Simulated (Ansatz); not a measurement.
The same calculation of Cs2BiAuF6, space group Fm-3m as a Python script and as an input file (the Ansatz DFT code, driven from Python).

`deck_cs2biauf6.py`
```python
"""Cs2BiAuF6 from an input typed as a mapping."""

import ansatz
import numpy as np

config = {
    "crystal": {
        "lattice": [
            [0.0, 4.796794, 4.796794],
            [4.796794, 0.0, 4.796794],
            [4.796794, 4.796794, 0.0],
        ],
        "atoms": [
            {"symbol": "Cs", "position": [0.75, 0.75, 0.75]},
            {"symbol": "Cs", "position": [0.25, 0.25, 0.25]},
            {"symbol": "Bi", "position": [0.0, 0.0, 0.0]},
            {"symbol": "Au", "position": [0.5, 0.5, 0.5]},
            {"symbol": "F", "position": [0.762636, 0.237364, 0.237364]},
            {"symbol": "F", "position": [0.237364, 0.237364, 0.762636]},
            {"symbol": "F", "position": [0.237364, 0.762636, 0.762636]},
            {"symbol": "F", "position": [0.237364, 0.762636, 0.237364]},
            {"symbol": "F", "position": [0.762636, 0.237364, 0.762636]},
            {"symbol": "F", "position": [0.762636, 0.762636, 0.237364]},
        ],
    },
    "kpoints": {"mp_grid": {"grid": [4, 4, 4]}},
    "hamiltonian": {"xc": "pbe"},
    "scf": {"occupations": {"method": "fermi_dirac", "width": 0.15}},
    "output": {"forces": True, "stress": True, "eigenvalues": True},
}

outcome = ansatz.Session.from_dict(config).plan(threads=1).execute()
r = outcome.report

energy = r["free_energy_ev"]
print("F of the Cs2BiAuF6 cell: {:.6f} eV = {:.6f} Ry = {:.6f} Ha".format(energy, energy / 13.605693, energy / 27.211386))
print("Fermi level {:.4f} eV, {} k-points, {} symmetry operations".format(r["fermi_energy_ev"], r["n_kpoints"], r["n_symmetry_ops"]))

# forces in eV per angstrom
print("forces (eV/A)")
for site, force in zip(outcome.lattice.sites, r["forces_ev_ang"]):
    print(f"  {site.symbol:2s} {force[0]:9.4f} {force[1]:9.4f} {force[2]:9.4f}")

# pressure is a third of the trace
stress = np.array(r["stress_gpa"])
print(f"pressure {np.trace(stress) / 3:.3f} GPa")
print("stress tensor, GPa, positive in compression")
print(np.round(stress, 3) + 0.0)
```

```console
$ python deck_cs2biauf6.py
DeckWarning: basis.ecutwfc = 420 eV, auto-derived from the records' recommended cutoffs: set by Cs (normal level)
F of the Cs2BiAuF6 cell: -41742.094879 eV = -3067.987414 Ry = -1533.993707 Ha
Fermi level 6.2149 eV, 8 k-points, 48 symmetry operations
forces (eV/A)
  Cs    0.0000   -0.0000    0.0000
  Cs    0.0000   -0.0000    0.0000
  Bi   -0.0000   -0.0000    0.0000
  Au    0.0000   -0.0000   -0.0000
  F    -0.0205   -0.0000    0.0000
  F     0.0000   -0.0000   -0.0205
  F     0.0205    0.0000    0.0000
  F    -0.0000   -0.0205    0.0000
  F    -0.0000    0.0205   -0.0000
  F     0.0000   -0.0000    0.0205
pressure 0.096 GPa
stress tensor, GPa, positive in compression
[[0.096 0.    0.   ]
 [0.    0.096 0.   ]
 [0.    0.    0.096]]
```
(Warnings from the package without file and line, repeats left out.)

`input.yaml`:
```yaml
crystal:
  lattice:
    - [0.0, 4.796794, 4.796794]
    - [4.796794, 0.0, 4.796794]
    - [4.796794, 4.796794, 0.0]
  atoms:
    - { symbol: Cs, position: [0.75, 0.75, 0.75] }
    - { symbol: Cs, position: [0.25, 0.25, 0.25] }
    - { symbol: Bi, position: [0.0, 0.0, 0.0] }
    - { symbol: Au, position: [0.5, 0.5, 0.5] }
    - { symbol: F, position: [0.762636, 0.237364, 0.237364] }
    - { symbol: F, position: [0.237364, 0.237364, 0.762636] }
    - { symbol: F, position: [0.237364, 0.762636, 0.762636] }
    - { symbol: F, position: [0.237364, 0.762636, 0.237364] }
    - { symbol: F, position: [0.762636, 0.237364, 0.762636] }
    - { symbol: F, position: [0.762636, 0.762636, 0.237364] }
kpoints:
  mp_grid: { grid: [4, 4, 4] }
hamiltonian:
  xc: pbe
scf:
  occupations: { method: fermi_dirac, width: 0.15 }
output:
  forces: true
  stress: true
  eigenvalues: true
```

The program run on that file:
```console
$ ansatz run input.yaml --threads 1 --pin off --max-ram 3072MiB --backend cpu --events-out ev --progress --plain --runs-dir out
band count auto-derived: 59 (N_el = 94.0; filled up to band 47; 57 by the electrons, moments and atoms)
Engine: ansatz 0.2.0, x86_64-unknown-linux-gnu
Pseudopotentials: kind: paw
Pseudopotential: Cs, paw, valence charge 9, recommended cutoff 420 eV (normal), Cs.paw.azcp
Pseudopotential: Bi, paw, valence charge 15, recommended cutoff 420 eV (normal), Bi.paw.azcp
Pseudopotential: Au, paw, valence charge 19, recommended cutoff 420 eV (normal), Au.paw.azcp
Pseudopotential: F, paw, valence charge 7, recommended cutoff 420 eV (normal), F.paw.azcp
Functional definition: PBE
  parameter kappa = 0.804
  parameter beta = 0.06672455060314922
  exchange = pbe_x(kappa = kappa, mu = beta*pi^2/3)
  correlation = pbe_c(beta = beta)
Crystal: 10 atoms, lattice volume = 220.741 Å³
Basis set: ecut = 420 eV, 4285 PW (Γ), exchange–correlation on 96×96×96 points (8 copies of the dense FFT grid, shifted against one another)
Bands: 59, of which v1, the nominal top of the filled ones, is band 47 counted from 1 (46 counted from 0)
Symmetry: 48 space group operations
Space group: Fm-3m (ITA 225), of the structure as read, at distance tolerance 6.0e-5 Å
k-points: 8 of 64
Non-local potential: Cs, projectors of the file, l = 0: 3, l = 1: 2, l = 2: 2, l = 3: 2
Non-local potential: Bi, projectors of the file, l = 0: 2, l = 1: 2, l = 2: 2, l = 3: 2
Non-local potential: Au, projectors of the file, l = 0: 3, l = 1: 2, l = 2: 2, l = 3: 1
Non-local potential: F, projectors of the file, l = 0: 2, l = 1: 2, l = 2: 1
PAW form: soft (Blöchl's): semilocal exchange-correlation on the pseudo side does not see the compensation charge
PAW one-centre angular grid: Cs, 194 points (default); XC on 64 Gauss nodes
PAW one-centre angular grid: Bi, 590 points (default); XC on 64 Gauss nodes
PAW one-centre angular grid: Au, 590 points (default); XC on 64 Gauss nodes
PAW one-centre angular grid: F, 110 points (default); XC on 64 Gauss nodes
Initial density: superposition of atomic densities (neutral atoms: chi_scale 0, normalization atom), corrected by the library's trained network
Initial wavefunctions: pseudopotential atomic-orbital guess
Functional: x = pbe(κ = 0.804, μ = 0.2195149727645171), c = pbe(β = 0.06672455060314922)
SCF iter   1: F=—  HF=-41742.097741 eV  |F-HF|=—  |Δ(HF+E_count)|=         —  Δρ=2.02e-3  dr2=1.92e-2  ethr=1.77e-3  ⟨swp⟩=8.1  Hψ=1954  notcnv=0  defer=8
preconditioner: auto → Resta (q_TF=auto, 2.366 Å⁻¹)  ε∞=3.3  [insulator: Δε(μ)=1.253 eV  Ē_g=15.347 eV  σ=0.150 eV  W_gap=0.97  n_scr=58 (ndim 8)  ℏωp=23.2 eV  f_vac=0.089  D(μ)=0.06/eV (n_scr^D=0)  ε∞_Penn≈3.3]
SCF iter   2: F=—  HF=-41742.095696 eV  |F-HF|=—  |Δ(HF+E_count)|=   2.04e-3  Δρ=1.00e-3  dr2=2.96e-3  ethr=2.04e-5  ⟨swp⟩=2.0  Hψ=848  notcnv=0  defer=9
SCF iter   3: F=—  HF=-41742.095217 eV  |F-HF|=—  |Δ(HF+E_count)|=   4.79e-4  Δρ=4.64e-4  dr2=6.15e-4  ethr=3.15e-6  ⟨swp⟩=2.0  Hψ=623  notcnv=0  defer=9
SCF iter   4: F=—  HF=-41742.095093 eV  |F-HF|=—  |Δ(HF+E_count)|=   1.24e-4  Δρ=2.43e-4  dr2=1.16e-4  ethr=6.54e-7  ⟨swp⟩=2.1  Hψ=650  notcnv=0  defer=9
SCF iter   5: F=—  HF=-41742.095068 eV  |F-HF|=—  |Δ(HF+E_count)|=   2.51e-5  Δρ=6.49e-5  dr2=1.69e-5  ethr=1.24e-7  ⟨swp⟩=2.0  Hψ=633  notcnv=0  defer=9
SCF iter   6: F=—  HF=-41742.094878 eV  |F-HF|=—  |Δ(HF+E_count)|=   1.90e-4  Δρ=1.96e-5  dr2=6.87e-7  ethr=1.80e-8  ⟨swp⟩=2.0  Hψ=687  notcnv=0  defer=9
SCF iter   7: F=-41742.094879 eV  HF=-41742.094879 eV  |F-HF|=2.96e-8  |Δ(HF+E_count)|=   3.65e-7  Δρ=3.42e-6  dr2=2.20e-8  ethr=1.06e-10  ⟨swp⟩=11.4  Hψ=2373  notcnv=0
SCF 1 converged in 7 iterations: F = -41742.094879 eV  dr2 = 2.20e-8
  greatest PAW one-centre occupation: 1.000 electrons in one spin orbital (limit 2), on the Au atom at site 3 (counted from 0), in its partial waves of l = 0
SCF converged after 7 iterations
Free energy (F): -41742.094879 eV
Harris-Foulkes:  -41742.094879 eV  (|F-HF|=2.96e-8)
Internal energy: -41742.085285 eV  (E = F + TS)
E sigma→0 (E₀):  -41742.090082 eV
Entropy (-TS):   -0.009594 eV (-0.959 meV/atom)
Fermi energy:    6.214943 eV
--- Per-component energies (eV) ---
  E_band       = -856.022477
  E_kinetic    = 2427.690089
  E_local      = -9655.129224  (includes V_loc(G=0)·N_el)
  E_nonlocal   = 1145.215778
  E_hartree    = 3799.267522
  E_xc         = -1206.342254
  E_vxc        = -1284.428032  (∫ρ·V_xc dr)
  E_paw        = -31707.376082  (= ΣΔE_a)
  E_vpaw       = -1087.918054  (= ΣTr[D̂ρ^β])
  E_aug_tail   = 0.013419  (compensation charges beyond the density's cutoff)
  E_ewald      = -6545.424534
  E_smearing   = -0.009594  (= −TS)
  E_closure    = 0.000000  (closes the sum)
  Σ components = -41742.094879   (vs F -41742.094879, Δ=0.00e0)
--- Forces (eV/Å), atoms counted from 1 ---
  atom   1  Cs     0.00000000    -0.00000000     0.00000000
  atom   2  Cs     0.00000000    -0.00000000     0.00000000
  atom   3  Bi    -0.00000000    -0.00000000     0.00000000
  atom   4  Au     0.00000000    -0.00000000    -0.00000000
  atom   5  F     -0.02054091    -0.00000000     0.00000000
  atom   6  F      0.00000000    -0.00000000    -0.02054091
  atom   7  F      0.02054091     0.00000000     0.00000000
  atom   8  F     -0.00000000    -0.02054091     0.00000000
  atom   9  F     -0.00000000     0.02054091    -0.00000000
  atom  10  F      0.00000000    -0.00000000     0.02054091
  max |Σ_I F_I| component: 9.54e-18 eV/Å
--- Stress (GPa, compression-positive) ---
        0.095894      -0.000000       0.000000
        0.000000       0.095894       0.000000
        0.000000      -0.000000       0.095894
  P = ⅓ Tr σ = 0.0959 GPa (0.959 kbar)
--- Band table (eV; the first three rows and the last of 8) ---
  k-point 0: bands = ["-97.0900", "-48.6546", "-48.6546", "-48.6546", "-17.9869", "-17.9869", "-17.3565", "-17.3565", "-17.3565", "-17.1395", "-16.8506", "-16.8506", "-16.8506", "-16.0771", "-16.0771", "-15.1846", "-15.1803", "-4.9659", "-2.2826", "-2.2826", "-2.2826", "-2.0730", "-2.0730", "-2.0730", "0.2209", "0.2209", "0.2209", "1.0908", "1.0908", "1.6660", "1.6660", "1.6660", "1.9274", "1.9274", "1.9274", "2.0439", "2.0439", "2.0439", "2.2339", "2.2339", "2.2339", "2.4855", "4.2426", "4.2426", "4.2426", "5.1030", "5.1030", "7.8856", "8.8086", "8.8086", "8.8086", "10.6717", "10.6717", "11.1553", "12.5549", "12.5549", "12.5549", "12.8992", "12.8992"]
  k-point 1: bands = ["-97.0900", "-48.6546", "-48.6546", "-48.6546", "-17.9877", "-17.9877", "-17.3566", "-17.3565", "-17.3565", "-17.1154", "-16.8713", "-16.8483", "-16.8483", "-16.0792", "-16.0792", "-15.1890", "-15.1856", "-4.9327", "-2.2305", "-2.2305", "-2.1783", "-2.0790", "-2.0790", "-2.0177", "-0.0596", "0.1280", "0.1280", "1.2550", "1.2550", "1.5455", "1.6722", "1.6722", "1.7122", "1.8447", "1.8447", "1.9619", "2.0070", "2.0070", "2.1766", "2.1766", "2.1968", "3.0881", "4.2465", "4.2549", "4.2549", "4.9511", "4.9511", "7.2475", "9.2137", "9.2137", "9.7653", "10.9723", "10.9723", "10.9810", "12.2218", "12.2218", "12.4832", "13.1630", "13.2014"]
  k-point 2: bands = ["-97.0900", "-48.6546", "-48.6546", "-48.6546", "-17.9884", "-17.9884", "-17.3568", "-17.3565", "-17.3565", "-17.0860", "-16.8974", "-16.8459", "-16.8459", "-16.0812", "-16.0812", "-15.1924", "-15.1918", "-4.8987", "-2.1398", "-2.1398", "-2.1227", "-2.1227", "-2.0236", "-1.9941", "-0.3159", "0.0525", "0.0525", "1.4251", "1.4251", "1.4552", "1.4705", "1.7178", "1.7178", "1.7229", "1.7229", "1.9310", "1.9310", "2.0142", "2.1399", "2.1399", "2.1423", "3.5957", "4.2463", "4.2635", "4.2635", "4.8125", "4.8125", "6.7860", "9.6956", "9.6956", "10.3778", "11.1602", "11.3506", "11.3506", "12.1649", "12.1649", "12.3198", "12.3198", "12.6505"]
  k-point 7: bands = ["-97.0900", "-48.6546", "-48.6546", "-48.6546", "-17.9943", "-17.9877", "-17.3567", "-17.3567", "-17.3565", "-17.0755", "-16.8613", "-16.8580", "-16.8580", "-16.0990", "-16.0795", "-15.1953", "-15.1953", "-4.9067", "-2.1782", "-2.1315", "-2.0872", "-2.0872", "-1.9358", "-1.9299", "-0.1312", "0.2068", "0.2068", "0.8645", "1.2845", "1.3901", "1.3901", "1.7367", "1.7966", "1.7966", "1.8502", "1.8594", "1.8668", "1.8668", "1.9137", "2.1265", "2.1265", "3.0474", "4.2714", "4.2714", "4.3038", "4.8941", "5.5020", "7.4005", "9.3401", "9.3401", "9.9610", "11.4899", "11.4899", "11.8229", "11.9584", "11.9584", "12.9281", "12.9363", "12.9839"]
```

Reading the output:
- Absolute energies stand on the zero of these potentials, so only differences at equal settings mean something. A total without «per atom» is that of the cell as typed.
- Only differences from the Fermi energy are physical; the zero of the scale is a convention.
- An opening on this mesh may only mean that it misses a point where bands touch.
- Spin-orbit coupling, which matters for elements this heavy, is left out.
- This cell is a computed structure, which may not be the phase found in nature.
- Timing: 6.6 s on 1 thread of Intel(R) Xeon(R) Platinum 8259CL CPU @ 2.50GHz (Skylake/Cascade Lake), with other jobs on the host, peak memory 0.62 GiB.
